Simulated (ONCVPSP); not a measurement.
# Pseudopotential generation for osmium: ONCV, PBE

Aim: build the potential from the settings below, then test how well it stands in for the atom: other configurations, scattering, ghost states and the plane-wave cutoff that it needs.

The numbers are computed with ONCVPSP 4.0.1 (PBE, scalar-relativistic, spin-unpolarised reference atom).

## Step 1: The atom and the settings

The settings as typed:

```
element                 : osmium (Os, Z = 76)
type                    : optimised norm-conserving Vanderbilt (ONCV)
frozen core             : [Kr] 4d10
valence charge          : 30
reference configuration : 4f14 5s2 5p6 5d6 6s2
partial waves           : 5s+6s: rc 1.65 bohr, ncon 4, nbas 9, qcut 5.6 1/bohr, 2 projectors; 5p: rc 1.85 bohr, ncon 4, nbas 7, qcut 7 1/bohr, 2 projectors, debl 0.4 Ha; 5d: rc 2.20 bohr, ncon 5, nbas 9, qcut 6.1 1/bohr, 3 projectors, debl 3.4 Ha; 4f: rc 1.00 bohr, ncon 4, nbas 8, qcut 15.7 1/bohr, 2 projectors, debl 1.2 Ha
local potential         : polynomial inside 0.65 bohr (lpopt 5, dvloc0 0 Ha)
core correction         : Teter function, fcfact 3.5, rcfact 1.3
```

The outer shells as boxes (Hund's rule for the drawing; the calculation is spin-unpolarised):

```
[Kr] core
4d [↑↓][↑↓][↑↓][↑↓][↑↓]
4f [↑↓][↑↓][↑↓][↑↓][↑↓][↑↓][↑↓]
5s [↑↓]
5p [↑↓][↑↓][↑↓]
5d [↑↓][↑ ][↑ ][↑ ][↑ ]
6s [↑↓]
```

## Step 2: Generating the potential

Os.dat

```
# ATOM AND REFERENCE CONFIGURATION
# atsym  z   nc   nv     iexc    psfile
  Os 76.00    9    5        4      upf
#
#   n    l    f
    1    0    2.00
    2    0    2.00
    2    1    6.00
    3    0    2.00
    3    1    6.00
    3    2   10.00
    4    0    2.00
    4    1    6.00
    4    2   10.00
    4    3   14.00
    5    0    2.00
    5    1    6.00
    5    2    6.00
    6    0    2.00
#
# PSEUDOPOTENTIAL AND OPTIMIZATION
# lmax
    3
#
#   l,   rc,      ep,       ncon, nbas, qcut
    0    1.65    0.00    4    9    5.60
    1    1.85    0.00    4    7    7.00
    2    2.20    0.00    5    9    6.10
    3    1.00    0.00    4    8   15.70
#
# LOCAL POTENTIAL
# lloc, lpopt,  rc(5),   dvloc0
    4    5    0.65    0.00
#
# VANDERBILT-KLEINMAN-BYLANDER PROJECTORs
# l, nproj, debl
    0    2    0.80
    1    2    0.40
    2    3    3.40
    3    2    1.20
#
# MODEL CORE CHARGE
# icmod, fcfact, rcfact
    3    3.50    1.30
#
# LOG DERIVATIVE ANALYSIS
# epsh1, epsh2, depsh
   -5.00    5.00    0.04
#
# OUTPUT GRID
# rlmax, drl
    6.00    0.01
#
# TEST CONFIGURATIONS
# ncnf
    4
# nvcnf
#   n    l    f
    5
    4    3   14.00
    5    0    2.00
    5    1    6.00
    5    2    6.00
    6    0    1.00
#
    5
    4    3   14.00
    5    0    2.00
    5    1    6.00
    5    2    6.00
    6    0    0.00
#
    5
    4    3   14.00
    5    0    2.00
    5    1    6.00
    5    2    5.00
    6    0    0.00
#
    5
    4    3   14.00
    5    0    2.00
    5    1    6.00
    5    2    4.00
    6    0    0.00
#
```

On the command line:

```console
oncvpsp.x < Os.dat > Os.out
```

Q: Predict the outcome of this session. Wanted: cutoffs for 1 and 0.1 mHa per electron, occupied waves; bound ghosts; GHOST(+) flags; largest test error; largest phase difference near zero energy, channels read; rms error of d²Exc/dn², without and with the model core; projector energies reset by the program.

The runs gave:

| quantity | value |
| --- | --- |
| cutoffs for 1 and 0.1 mHa per electron, occupied waves | 119 Ha and 256 Ha |
| bound ghosts | s at -510.98 eV, p at -145.72 eV |
| GHOST(+) flags | d at 404 eV |
| largest test error (AE − PS) | -20 meV, for 4f14 5s2 5p6 5d6 6s0 |
| largest phase difference near zero energy, channels read | 0.000 rad |
| rms error of d²Exc/dn², without and with the model core | 5.29 and 3.13 mHa |
| projector energies reset by the program | p: -1.868, 0.250 Ha; f: -1.910, 0.250 Ha |

**Reading.** It has a bound ghost (s, p), a state that the atom doesn't have, and that rules the file out. The worst unpolarised test, 4f14 5s2 5p6 5d6 6s0, is off by 20 meV on 26.5 eV; by total energies transferability rates as good. Atomic tests can pass in spite of a ghost, since they solve only for the levels asked. By its cutoff, 119 Ha for the looser tolerance, it is very hard. At the looser tolerance the 4f wave is the slowest; 5d needs 15 Ha. Near zero energy the phases of the channels with partial waves agree within 0.001 rad. The program also flags highly localised states, GHOST(+) (d).
